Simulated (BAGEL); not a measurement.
# B3LYP/def2-SVP (density fitting with qzvpp-jkfit) run of C2H4AlFO (SMILES C=C[O][AlH][F])

Aim: the energy change on altering one bond length of C2H4AlFO at B3LYP/def2-SVP (density fitting with qzvpp-jkfit), from 2 runs. 

The calculation is run with BAGEL 1.2.2.

### Step 1. The molecule

The species is C2H4AlFO (9 atoms), meant as a singlet with charge 0. SMILES: `C=C[O][AlH][F]`. The shape is that of a PBE0-D4/def2-TZVP optimisation. This is one conformer, not always the lowest.

Bond lengths: C1–C2 1.325 Å, C2–O3 1.346 Å, O3–Al4 1.684 Å, Al4–F5 1.640 Å, C1–H6 1.083 Å, C1–H7 1.081 Å, C2–H8 1.090 Å, Al4–H9 1.565 Å. Angles: C1–C2–O3 123.2°, C2–O3–Al4 137.8°, O3–Al4–F5 116.4°, C1–C2–H8 121.1°, O3–C2–H8 115.7°, C2–C1–H6 121.4°, C2–C1–H7 119.7°, O3–Al4–H9 123.2°, F5–Al4–H9 120.5°, H6–C1–H7 119.0°.

### Step 2. The energy at B3LYP/def2-SVP (density fitting with qzvpp-jkfit)

Input file input.json:

```json
{ "bagel": [

{
  "title": "molecule",
  "basis": "svp",
  "df_basis": "qzvpp-jkfit",
  "angstrom": true,
  "geometry": [
    { "atom": "C", "xyz": [      -1.562000,      -0.360100,       1.103900 ] },
    { "atom": "C", "xyz": [      -0.728000,      -0.312900,       0.075500 ] },
    { "atom": "O", "xyz": [       0.490300,       0.256500,       0.139600 ] },
    { "atom": "Al", "xyz": [       1.800800,       0.519300,      -0.884800 ] },
    { "atom": "F", "xyz": [       3.087600,       1.301600,      -0.235000 ] },
    { "atom": "H", "xyz": [      -1.297700,       0.065300,       2.064100 ] },
    { "atom": "H", "xyz": [      -2.527700,      -0.832200,       0.988500 ] },
    { "atom": "H", "xyz": [      -0.999000,      -0.743100,      -0.888800 ] },
    { "atom": "H", "xyz": [       1.824300,       0.059200,      -2.380300 ] }
  ]
},

{ "title": "ks", "xc_func": "b3lyp" },

{ "title": "print", "file": "orbitals.molden", "orbitals": true }

]}
```

On the command line:

```bash
$ BAGEL_NUM_THREADS=1 BAGEL input.json > input.out
```

Standard output:

```text
* using 1 threads per process

  ===============================================================
  ===============================================================

  *** Geometry ***

  { "atom" : "C", "xyz" : [     -2.951752,     -0.680490,      2.086069 ] },
  { "atom" : "C", "xyz" : [     -1.375721,     -0.591295,      0.142674 ] },
  { "atom" : "O", "xyz" : [      0.926533,      0.484715,      0.263806 ] },
  { "atom" : "Al", "xyz" : [      3.403019,      0.981335,     -1.672030 ] },
  { "atom" : "F", "xyz" : [      5.834718,      2.459668,     -0.444086 ] },
  { "atom" : "H", "xyz" : [     -2.452298,      0.123399,      3.900584 ] },
  { "atom" : "H", "xyz" : [     -4.776661,     -1.572630,      1.867994 ] },
  { "atom" : "H", "xyz" : [     -1.887836,     -1.404255,     -1.679589 ] },
  { "atom" : "H", "xyz" : [      3.447427,      0.111872,     -4.498115 ] },

  Number of auxiliary basis functions:      504

  Since a DF basis is specified, we compute 2- and 3-index integrals:
    o Being stored without compression. Storage requirement is 0.036 GB

  Number of basis functions:       94
  Number of electrons      :       46

    * METHOD: MOLECULE                             0.22

  *** Kohn-Sham DFT ***

    * Removing 15927 points whose weight is below 1.00e-10
    * Grid points: 118227

  === Nuclear Repulsion ===
   201.7230381558

       - DIIS with orbital gradients will be used.

  === KS iteration (b3lyp / svp) ===
      0       -457.43641048          0.16146863           0.39
      1       -385.35871791          0.16082318           0.38
      2       -380.93859893          0.18054404           0.38
      3       -469.51759663          0.14423610           0.36
      4       -481.82842080          0.07636603           0.37
      5       -492.13232819          0.05703105           0.37
      6       -495.60307170          0.02412671           0.37
      7       -495.93834852          0.00542131           0.37
      8       -495.94799938          0.00395039           0.37
      9       -495.95507225          0.00158979           0.37
     10       -495.95654096          0.00041913           0.37
     11       -495.95661290          0.00025285           0.39
     12       -495.95664543          0.00007820           0.38
     13       -495.95664941          0.00001015           0.38
     14       -495.95664946          0.00000393           0.38
     15       -495.95664947          0.00000113           0.37
     16       -495.95664947          0.00000032           0.37
     17       -495.95664947          0.00000020           0.38
     18       -495.95664947          0.00000003           0.37
     19       -495.95664947          0.00000002           0.38
     20       -495.95664947          0.00000000           0.38
    * SCF iteration converged.

    * Permanent dipole moment:
           (    0.335027,     0.316706,     0.517115) a.u.

    * METHOD: KS                                   8.45

    * METHOD: PRINT                                0.02

  ===============================================================
```

Wall time 9 s (1 thread of Arm Neoverse V2, shared host); peak memory 0.52 GiB.

### Step 3. The distorted shape

Input file input.json:

```json
{ "bagel": [

{
  "title": "molecule",
  "basis": "svp",
  "df_basis": "qzvpp-jkfit",
  "angstrom": true,
  "geometry": [
    { "atom": "C", "xyz": [      -1.694140,      -0.572784,       0.623836 ] },
    { "atom": "C", "xyz": [      -0.860140,      -0.525584,      -0.404564 ] },
    { "atom": "O", "xyz": [       0.358160,       0.043816,      -0.340464 ] },
    { "atom": "Al", "xyz": [       1.668660,       0.306616,      -1.364864 ] },
    { "atom": "F", "xyz": [       2.955460,       1.088916,      -0.715064 ] },
    { "atom": "H", "xyz": [      -1.297700,       0.065300,       2.064100 ] },
    { "atom": "H", "xyz": [      -2.659840,      -1.044884,       0.508436 ] },
    { "atom": "H", "xyz": [      -1.131140,      -0.955784,      -1.368864 ] },
    { "atom": "H", "xyz": [       1.692160,      -0.153484,      -2.860364 ] }
  ]
},

{ "title": "ks", "xc_func": "b3lyp" },

{ "title": "print", "file": "orbitals.molden", "orbitals": true }

]}
```

On the command line:

```bash
$ BAGEL_NUM_THREADS=1 BAGEL input.json > input.out
```

Standard output:

```text
* using 1 threads per process

  ===============================================================
  ===============================================================

  *** Geometry ***

  { "atom" : "C", "xyz" : [     -3.201461,     -1.082405,      1.178879 ] },
  { "atom" : "C", "xyz" : [     -1.625429,     -0.993210,     -0.764515 ] },
  { "atom" : "O", "xyz" : [      0.676824,      0.082800,     -0.643384 ] },
  { "atom" : "Al", "xyz" : [      3.153310,      0.579420,     -2.579219 ] },
  { "atom" : "F", "xyz" : [      5.585010,      2.057753,     -1.351275 ] },
  { "atom" : "H", "xyz" : [     -2.452298,      0.123399,      3.900584 ] },
  { "atom" : "H", "xyz" : [     -5.026369,     -1.974545,      0.960805 ] },
  { "atom" : "H", "xyz" : [     -2.137545,     -1.806170,     -2.586778 ] },
  { "atom" : "H", "xyz" : [      3.197719,     -0.290043,     -5.405305 ] },

  Number of auxiliary basis functions:      504

  Since a DF basis is specified, we compute 2- and 3-index integrals:
    o Being stored without compression. Storage requirement is 0.036 GB

  Number of basis functions:       94
  Number of electrons      :       46

    * METHOD: MOLECULE                             0.22

  *** Kohn-Sham DFT ***

    * Removing 15409 points whose weight is below 1.00e-10
    * Grid points: 118745

  === Nuclear Repulsion ===
   200.1243604104

       - DIIS with orbital gradients will be used.

  === KS iteration (b3lyp / svp) ===
      0       -456.54133647          0.15366478           0.35
      1       -386.68165712          0.16258626           0.35
      2       -381.68755142          0.17947504           0.36
      3       -468.17344860          0.14460603           0.35
      4       -480.01770041          0.08909210           0.36
      5       -491.93505444          0.05704303           0.36
      6       -494.29918596          0.04515574           0.36
      7       -495.81335578          0.00981433           0.37
      8       -495.83336377          0.00875164           0.37
      9       -495.87503266          0.00267518           0.37
     10       -495.87920313          0.00088127           0.37
     11       -495.87967336          0.00016275           0.37
     12       -495.87968765          0.00006606           0.36
     13       -495.87969028          0.00001821           0.37
     14       -495.87969038          0.00001314           0.37
     15       -495.87969046          0.00000497           0.37
     16       -495.87969048          0.00000084           0.37
     17       -495.87969048          0.00000036           0.36
     18       -495.87969048          0.00000004           0.36
     19       -495.87969048          0.00000002           0.37
     20       -495.87969048          0.00000002           0.37
     21       -495.87969048          0.00000001           0.37
    * SCF iteration converged.

    * Permanent dipole moment:
           (    0.344251,     0.362408,     0.647160) a.u.

    * METHOD: KS                                   8.54

    * METHOD: PRINT                                0.02

  ===============================================================
```

It took 9 s on 1 thread of Arm Neoverse V2, shared host; peak memory 0.52 GiB.

### Step 4. What came out

At B3LYP/def2-SVP (density fitting with qzvpp-jkfit):

```
                                                         quantity          value
                                        first shape: total energy  -495.95665 Eh
                                       first shape: dipole moment         1.76 D
                                         first shape: HOMO energy       -6.62 eV
                                         first shape: LUMO energy       -0.83 eV
                                       first shape: HOMO–LUMO gap        5.79 eV
                                    distorted shape: total energy  -495.87969 Eh
                                   distorted shape: dipole moment         2.08 D
                                     distorted shape: HOMO energy       -6.74 eV
                                     distorted shape: LUMO energy       -0.85 eV
                                   distorted shape: HOMO–LUMO gap        5.89 eV
energy change with the C1–H6 bond stretched from 1.083 to 1.624 Å       2.094 eV
```

**Reading.** With the C1–H6 bond stretched from 1.083 to 1.624 Å the energy rises by 2.09 eV (48 kcal/mol). The first shape isn't relaxed at this level, so the change isn't measured from a minimum.
